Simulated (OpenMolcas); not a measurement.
# HF/ANO-RCC-VDZ (DKH4) run of C4H12O4Si (tetramethyl orthosilicate (TMOS))

Aim: the vertical ionisation energy of C4H12O4Si (tetramethyl orthosilicate (TMOS)) at HF/ANO-RCC-VDZ (DKH4), from 2 runs. 

Program for the calculation: OpenMolcas 26.06.

### 1 The molecule

The species is C4H12O4Si (21 atoms), meant as a singlet with charge 0. SMILES: `CO[Si](OC)(OC)OC`. Geometry: relaxed at GFN2-xTB. This is one conformer, not always the lowest.

Some bond lengths: C1–O2 1.405 Å, O2–Si3 1.625 Å, Si3–O4 1.624 Å, O4–C5 1.405 Å, Si3–O6 1.625 Å, O6–C7 1.405 Å, Si3–O8 1.625 Å, O8–C9 1.405 Å, C1–H10 1.092 Å, C1–H11 1.090 Å, C1–H12 1.090 Å, C5–H13 1.090 Å, C5–H14 1.090 Å, C5–H15 1.092 Å, C7–H16 1.090 Å, C7–H17 1.092 Å. Some angles: C1–O2–Si3 127.7°, O2–Si3–O4 117.1°, O2–Si3–O6 105.8°, O2–Si3–O8 105.7°, O4–Si3–O6 105.7°, O4–Si3–O8 105.9°, O6–Si3–O8 117.1°, Si3–O4–C5 127.6°, Si3–O6–C7 127.7°, Si3–O8–C9 127.7°.

### 2 The energy at HF/ANO-RCC-VDZ (DKH4)

File job.inp:

```
* C4H12O4Si Hartree-Fock

&gateway
 coord
 21
 angstrom
 C        1.789730      -1.672370      -1.193570
 O        0.490120      -1.347660      -0.768540
 Si       0.001180       0.002700      -0.009130
 O       -0.063280       1.364960      -0.891570
 C       -0.987660       1.690100      -1.899080
 O       -1.524670      -0.285200       0.468550
 C       -2.019440      -1.428570       1.118510
 O        1.101000       0.276640       1.154880
 C        1.216950       1.410050       1.977660
 H        2.093030      -1.031020      -2.023780
 H        1.775780      -2.712570      -1.520630
 H        2.500570      -1.550620      -0.376060
 H       -0.817110       2.731140      -2.174900
 H       -2.007900       1.565410      -1.535750
 H       -0.843330       1.051110      -2.772680
 H       -1.749540      -2.328850       0.566130
 H       -1.614290      -1.500530       2.129980
 H       -3.104770      -1.333880       1.164920
 H        0.373620       1.470100       2.668930
 H        1.244490       2.318360       1.375300
 H        2.145510       1.310700       2.540820
 basis=ANO-RCC-VDZ
 group=NoSym

&seward
 relativistic=R04O02
 expert

&scf
 prorbitals=0
```

Run with:

```console
$ export MOLCAS_MEM=1860
$ pymolcas job.inp > job.log
```

The log of the run:

```text
--- Start Module: gateway ---
[...]
--- Stop Module: gateway /rc=_RC_ALL_IS_WELL_ ---
--- Start Module: seward ---
[...]
 ###    WARNING:  EXPERT option is ON!                                       ###
 ###############################################################################
               SEWARD will generate:
[...]
      Basis functions          109
--- Stop Module: seward /rc=_RC_ALL_IS_WELL_ ---
[...]
--- Start Module: scf ---
[...]
       Convergence after  11 Iterations
[...]
::    Total SCF energy                               -747.7355544249
[...]
      Total spin, S                                     0.0000000000
[...]
      Total electronic charge=   82.000000
      Total            charge=   -0.000000
[...]
      Dipole Moment (debye):
      Origin of the operator (angstrom)=    0.0005    0.0013   -0.0050
                   X= -1.3116E-03               Y= -8.3984E-03               Z=  7.6105E-02           Total=  7.6578E-02
      Quadrupole Moment (debye*angstrom):
[...]
--- Stop Module: scf /rc=_RC_ALL_IS_WELL_ ---
[...]
```

It took 40 s on 1 thread of Arm Neoverse V1, shared host; peak memory 0.64 GiB.

### 3 The doublet cation at the same level

File job.input:

```
&GATEWAY
  Coord
  21
  angstrom
  C        1.789730      -1.672370      -1.193570
  O        0.490120      -1.347660      -0.768540
  Si       0.001180       0.002700      -0.009130
  O       -0.063280       1.364960      -0.891570
  C       -0.987660       1.690100      -1.899080
  O       -1.524670      -0.285200       0.468550
  C       -2.019440      -1.428570       1.118510
  O        1.101000       0.276640       1.154880
  C        1.216950       1.410050       1.977660
  H        2.093030      -1.031020      -2.023780
  H        1.775780      -2.712570      -1.520630
  H        2.500570      -1.550620      -0.376060
  H       -0.817110       2.731140      -2.174900
  H       -2.007900       1.565410      -1.535750
  H       -0.843330       1.051110      -2.772680
  H       -1.749540      -2.328850       0.566130
  H       -1.614290      -1.500530       2.129980
  H       -3.104770      -1.333880       1.164920
  H        0.373620       1.470100       2.668930
  H        1.244490       2.318360       1.375300
  H        2.145510       1.310700       2.540820
  Basis
  ANO-RCC-VDZ
  Group
  NoSym

&SEWARD
  Relativistic
  R04O02
  Expert

&SCF
  UHF
  Charge
  1
  Spin
  2
  PrOrbitals
  0
```

Run with:

```console
$ export MOLCAS_MEM=1860
$ pymolcas job.input > job.log
```

The log of the run:

```text
--- Start Module: gateway ---
[...]
--- Stop Module: gateway /rc=_RC_ALL_IS_WELL_ ---
--- Start Module: seward ---
[...]
 ###    WARNING:  EXPERT option is ON!                                       ###
 ###############################################################################
               SEWARD will generate:
[...]
      Basis functions          109
--- Stop Module: seward /rc=_RC_ALL_IS_WELL_ ---
[...]
--- Start Module: scf ---
[...]
       Convergence after  33 Iterations
[...]
::    Total SCF energy                               -747.3516345318
[...]
      Total spin, S                                     0.5393435682
[...]
      Total electronic charge=   81.000000
      Total            charge=    1.000000
[...]
      Dipole Moment (debye):
      Origin of the operator (angstrom)=    0.0005    0.0013   -0.0050
                   X=  9.6276E-01               Y=  1.5597E-02               Z= -3.6627E+00           Total=  3.7871E+00
      Center of Charge (angstrom)
[...]
--- Stop Module: scf /rc=_RC_ALL_IS_WELL_ ---
[...]
```

Run time: 56 s. Hardware: 1 thread of Arm Neoverse V1, shared host; peak memory 0.64 GiB.

### 4 Outcome

At HF/ANO-RCC-VDZ (DKH4):

| quantity | value |
| --- | --- |
| singlet C4H12O4Si: total energy | -747.73555 Eh |
| singlet C4H12O4Si: dipole moment | 0.08 D |
| singlet C4H12O4Si: HOMO energy | -12.34 eV |
| singlet C4H12O4Si: LUMO energy | 2.32 eV |
| singlet C4H12O4Si: HOMO–LUMO gap | 14.66 eV |
| doublet cation: total energy | -747.35163 Eh |
| doublet cation: HOMO energy (highest over α and β) | -15.54 eV |
| doublet cation: LUMO energy (lowest over α and β) | -8.37 eV |
| doublet cation: ⟨S²⟩ | 0.830 |
| vertical ionisation energy (to the doublet cation) | 10.447 eV |

Removing an electron at fixed nuclei costs 10.45 eV (1008 kJ/mol). −ε(HOMO) before ionisation, 12.34 eV, is 1.89 eV above this ionisation energy. Mulliken charges (singlet C4H12O4Si) run from -0.97 on O8 to +2.46 on Si3. Mulliken charges (doublet cation) run from -0.95 on O8 to +2.37 on Si3.
